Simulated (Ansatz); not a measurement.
# B2H6OSi: the cost of one run

Program: Ansatz 0.2.0, Gaussian basis. Level of theory: the settings change from run to run. These are calculated values, not measurements.

## (1) The relaxed structure

The geometry comes from an earlier relaxation with PBE0-D4 in a triple-zeta def2 set; it is a stationary point, not always the lowest conformer.

SMILES `OBB[SiH3]`, 10 atoms, charge 0, spin multiplicity 1.

Atoms are counted from 1 here; the program's logs count them from 0.

Bond lengths: O1–B2 1.357 Å, O1–H5 0.960 Å, B2–B3 1.661 Å, B2–H6 1.215 Å, B3–Si4 2.012 Å, B3–H7 1.200 Å, Si4–H8 1.489 Å, Si4–H9 1.495 Å, Si4–H10 1.490 Å. Angles: B2–O1–H5 113.4°, O1–B2–B3 124.6°, O1–B2–H6 119.0°, B3–B2–H6 116.4°, B2–B3–Si4 123.2°, B2–B3–H7 121.2°, Si4–B3–H7 115.6°, B3–Si4–H8 114.8°, B3–Si4–H9 105.2°, B3–Si4–H10 112.9°, H8–Si4–H9 107.7°, H8–Si4–H10 108.1°, H9–Si4–H10 107.8°.

## (2) r2SCANh/aug-cc-pVDZ

This run has multiplicity 3, restricted open-shell orbitals, atoms shaken by 0.03 Å.

The input, in.yaml:

```yaml
crystal:
  periodic: [false, false, false]
  atoms:
    - {symbol: O, position_ang: [-1.379149, 0.905248, -1.649937]}
    - {symbol: B, position_ang: [-0.708795, 1.153863, -0.476308]}
    - {symbol: B, position_ang: [0.772073, 0.389700, -0.144662]}
    - {symbol: Si, position_ang: [0.780765, -1.318087, 0.825773]}
    - {symbol: H, position_ang: [-2.215587, 1.449446, -1.748720]}
    - {symbol: H, position_ang: [-1.220528, 1.893535, 0.320008]}
    - {symbol: H, position_ang: [1.763273, 0.927487, -0.286542]}
    - {symbol: H, position_ang: [-0.550290, -1.815795, 1.493634]}
    - {symbol: H, position_ang: [1.153626, -2.348578, -0.172957]}
    - {symbol: H, position_ang: [1.791585, -1.408969, 1.908545]}
basis:
  gaussian: {orbitals: aug-cc-pVDZ}
magnetization: {spin_polarized: false, initial_magnetization: 2}
hamiltonian: {xc: {name: r2SCANh}}
output: {forces: true}
```

On the command line:

```console
$ ansatz run in.yaml --threads 2 --pin off --events-out ev --progress --plain --max-ram 4352MiB
```

Q: Estimate wall time and peak memory on 2 threads of Arm Neoverse V1, shared host.

About 26 s, with a peak of 0.58 GiB.
